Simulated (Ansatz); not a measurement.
# FGeH2 (charge -1), SMILES [F][GeH2-]: a test of scalar relativity

Program: Ansatz 0.2.0 through its Python package.

Run as a notebook:

**Cell 1**
```python
import ansatz as az
import numpy as np
```

**Cell 2**
```python
mol = (
    az.Crystal.molecule()
    .atom("F", (1.6122, -0.0304, -0.1235))
    .atom("Ge", (-0.0629, -0.0007, 0.4027))
    .atom("H", (-0.799, -1.2498, -0.1457))
    .atom("H", (-0.7503, 1.281, -0.1335))
)
```

**Cell 3**
```python
calculation = mol.calculation().functional("PBE0", dispersion="d3bj").charge(-1).forces()
# a set contracted for a scalar-relativistic Hamiltonian goes with the relativistic run
sets = {"none": "cc-pVTZ", "scalar": "cc-pVTZ-DK"}
found = {kind: calculation.basis(gaussian=basis).pseudopotentials(relativity=kind).run(threads=1).report for kind, basis in sets.items()}
for kind, each in found.items():
    dipole = 4.803205 * np.linalg.norm(each["charge_distribution"]["dipole_moment_e_ang"])
    print(f"{kind:7s} E = {each['free_energy_ev']:.4f} eV  dipole {dipole:.3f} D  largest force component {np.abs(each['forces_ev_ang']).max():.4f} eV/A")
print(f"relativity lowers the total energy by {found['none']['free_energy_ev'] - found['scalar']['free_energy_ev']:.3f} eV")
```
Output:
```text
none    E = -59260.5278 eV  dipole 1.162 D  largest force component 3.9609 eV/A
scalar  E = -59855.4233 eV  dipole 0.997 D  largest force component 4.0472 eV/A
relativity lowers the total energy by 594.896 eV
```

Reading the output:
- Total energies depend on the basis set; only differences at equal settings carry meaning.
- The geometry is a force-field or estimated start, not a minimum of this method. The basis set changes with the Hamiltonian (a set recontracted for scalar relativity), and most of the change in the total lies in the cores.
- An ion's dipole depends on the origin; the program takes it about the centre of nuclear charge.
- Anions want diffuse functions, which this basis lacks.
- Run time: 3.8 s on 1 thread of Arm Neoverse V2 (shared host), peak memory 0.23 GiB.
